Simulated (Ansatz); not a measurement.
# FGeH3O3: molecular dynamics

Purpose: to follow the molecule's vibrations and see whether its bonds hold. The start is relaxed first. Runs: 300 steps of 0.25 fs at constant energy, with velocities drawn for 2000 K. SMILES of the start: [OH][Ge]([OH])([OH])[F].

Program: Ansatz 0.2.0. Level of theory: RHF/def2-SVP. These are calculated values, not measurements.

## (1) The starting structure

Bond lengths: Ge1–O2 1.770 Å, O2–H3 1.010 Å, Ge1–O4 1.770 Å, O4–H5 1.010 Å, Ge1–O6 1.769 Å, O6–H7 1.010 Å, Ge1–F8 1.679 Å. Angles: Ge1–O2–H3 109.5°, O2–Ge1–O4 109.4°, O2–Ge1–O6 109.5°, O2–Ge1–F8 109.5°, O4–Ge1–O6 109.5°, O4–Ge1–F8 109.5°, O6–Ge1–F8 109.5°, Ge1–O4–H5 109.5°, Ge1–O6–H7 109.5°.

Coordinates:

```xyz
8

Ge    0.0000    0.0000    0.0000
O     0.0000    0.0000    1.7700
H    -0.9095   -0.2814    2.1071
O     1.6691    0.0000   -0.5894
H     1.9855   -0.9521   -0.7061
O    -0.8337    1.4443   -0.5894
H    -1.7915    1.2136   -0.8118
F    -0.7913   -1.3709   -0.5594
```

## (2) Relaxing the start

The input, input.yaml:

```yaml
crystal:
  periodic: [false, false, false]
  atoms:
    - { symbol: Ge, position_ang: [0.0, 0.0, 0.0] }
    - { symbol: O, position_ang: [0.0, 0.0, 1.77] }
    - { symbol: H, position_ang: [-0.9095, -0.2814, 2.1071] }
    - { symbol: O, position_ang: [1.6691, 0.0, -0.5894] }
    - { symbol: H, position_ang: [1.9855, -0.9521, -0.7061] }
    - { symbol: O, position_ang: [-0.8337, 1.4443, -0.5894] }
    - { symbol: H, position_ang: [-1.7915, 1.2136, -0.8118] }
    - { symbol: F, position_ang: [-0.7913, -1.3709, -0.5594] }
basis:
  gaussian: { orbitals: def2-SVP }
hamiltonian:
  xc: hf
relax:
  f_tol: 0.02
  max_steps: 40
```

Command:

```
> ansatz run input.yaml --threads 1 --pin off --max-ram 2048MiB --backend cpu --events-out ev --progress --plain --runs-dir out
```

Further steps of the session: The run.

Before running it: what results should come out? Wanted: relaxation of the start; temperature, first and last step; temperature, second half; potential energy, second half; largest change of the total energy; bonds formed or broken.

**Answer**, as computed:

```
                          quantity                           value
           relaxation of the start        16 moves, 0.602 eV lower
                            length            300 steps of 0.25 fs
  temperature, first and last step                 2000 and 1401 K
          temperature, second half  mean 971 K, from 429 to 1415 K
     potential energy, second half    +100 meV/atom from the start
largest change of the total energy                   0.09 meV/atom
            bonds formed or broken                               0
```

The temperature starts at 2000 K and averages 971 K in the second half, where it ranges from 429 to 1415 K. About half is expected from a start at a minimum: kinetic energy passes into potential energy until both shares match. The total energy strays from its start by at most 0.09 meV/atom, under 0.1 % of the mean kinetic energy, which is good for a step of 0.25 fs. The bonds all hold. 75 fs on 8 atoms is far too short and small for converged averages.
